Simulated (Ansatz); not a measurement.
# CaF: the cost of one run

Program: Ansatz 0.2.0 through its Python package. The levels of theory stand in the script. These are calculated values, not measurements.

**1. The structure**

Bond lengths: Ca1–F2 2.305 Å.

caf.xyz, read by the script:

```xyz
2

Ca    0.00000    0.00000    0.00000
F     0.00000    0.00000    2.30500
```

**2. The script**

Contents of run_cas.py:

```python
import ansatz as az


def main() -> None:
    molecule = az.Crystal.molecule_from_extxyz("caf.xyz")

    job = molecule.calculation()
    job = job.basis(gaussian="def2-SVP")
    job = job.charge(-1)
    job = job.correlation(active_electrons=4, active_orbitals=5)
    for method in [None, "sc_nevpt2", "fic_mrcisd_q"]:
        data = (job if method is None else job.correlation(method)).run(threads=1, pin="off").report
        space = data["configurations"]
        state = space["states"][0]
        print(method or "casscf", f"total {data['free_energy_ev'] / 27.211386246:.6f} Ha, active-space state {state['energy']['hartree']:.6f} Ha, mean field {data['reference_energy_ev'] / 27.211386246:.6f} Ha")
        print("  determinants", state["n_determinants"], " natural occupations", [round(n, 3) for n in space["natural_occupations"]])


if __name__ == "__main__":
    main()
```

**3. Running it**

The run is started by

```
$ python run_cas.py
```

What time and memory should one allow on 1 thread of Arm Neoverse V2, shared host?

About 11 s, with a peak of 0.18 GiB.
